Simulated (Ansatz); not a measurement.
What does this script print? It uses Ansatz 0.2.0 through its Python package.

`energy_ch5fosesi.py`
```python
'''Electronic structure of the CH5FOSeSi molecule.'''

from pathlib import Path
import warnings

import ansatz as az

GEOMETRY = '''
C    -1.61430   -0.25950    0.45640
Se   -0.78550    1.35030   -0.30150
Si    1.25480    0.42920   -0.02730
O     1.48860   -0.99470   -0.95310
F     2.46950    1.52040   -0.52280
H    -1.43480   -1.09130   -0.17540
H    -1.29210   -0.38080    1.49020
H    -2.72080   -0.03060    0.44140
H     1.48860    0.11980    1.44920
H     1.22910   -0.71400   -1.85400
'''

warnings.simplefilter('ignore', az.DeckWarning)

mol = az.Crystal.molecule()
for line in GEOMETRY.strip().splitlines():
    symbol, *xyz = line.split()
    mol = mol.atom(symbol, [float(v) for v in xyz])

base = (
    mol.calculation()
    .basis(gaussian='6-31G*')
    .functional(az.LibraryFunctional('PBE-QIDH'))
    .orbitals()
)
done = base.run(threads=1, backend='cpu', runs_dir='runs')
rep = done.report

for key in ('converged', 'free_energy_ev', 'reference_energy_ev', 'n_frozen', 'n_occupied', 'n_virtual'):
    print(f'{key:22s} {rep[key]}')

lines = Path(rep['orbitals_path']).read_text().splitlines()
field_of = lambda key: [line.split('=')[1].strip() for line in lines if line.startswith(key)]
orbitals = [(27.211386 * float(e), s, float(n)) for e, s, n in zip(field_of('Ene='), field_of('Spin='), field_of('Occup='))]
homo = max(e for e, _, n in orbitals if n > 0.5)
lumo = min(e for e, _, n in orbitals if n < 0.5)
for e, spin, n in sorted(orbitals):
    if homo - 10 < e < lumo + 5:
        print(f'{spin:6s} {e:10.3f} eV  occupation {n:.0f}')
```

```console
$ python energy_ch5fosesi.py
converged              True
free_energy_ev         -79073.27341477941
reference_energy_ev    -79064.71797760595
n_frozen               17
n_occupied             [21, 21]
n_virtual              [71, 71]
Alpha     -18.563 eV  occupation 2
Alpha     -16.858 eV  occupation 2
Alpha     -15.572 eV  occupation 2
Alpha     -15.522 eV  occupation 2
Alpha     -15.328 eV  occupation 2
Alpha     -15.075 eV  occupation 2
Alpha     -14.268 eV  occupation 2
Alpha     -13.252 eV  occupation 2
Alpha     -12.689 eV  occupation 2
Alpha     -12.174 eV  occupation 2
Alpha     -10.738 eV  occupation 2
Alpha      -8.919 eV  occupation 2
Alpha       1.617 eV  occupation 0
Alpha       2.580 eV  occupation 0
Alpha       2.935 eV  occupation 0
Alpha       3.349 eV  occupation 0
Alpha       4.662 eV  occupation 0
Alpha       5.330 eV  occupation 0
Alpha       5.897 eV  occupation 0
Alpha       6.241 eV  occupation 0
Alpha       6.570 eV  occupation 0
```

Total energies depend on the basis set; only differences at equal settings carry meaning. The geometry is a force-field or estimated start, not a minimum of this method, and the basis set is short of its limit. Alpha marks a spatial orbital of a restricted run, filled by both spins. Levels such as HOMO and LUMO are orbital energies: with these approximate functionals they aren't the ionisation energy and electron affinity, and their gap isn't the fundamental gap. Hardware and time: 8.6 s on 1 thread of Intel(R) Xeon(R) Platinum 8375C CPU @ 2.90GHz (Ice Lake) (shared host), peak memory 0.29 GiB.

(Lines on the test bed's own set-up are left out of the output.)
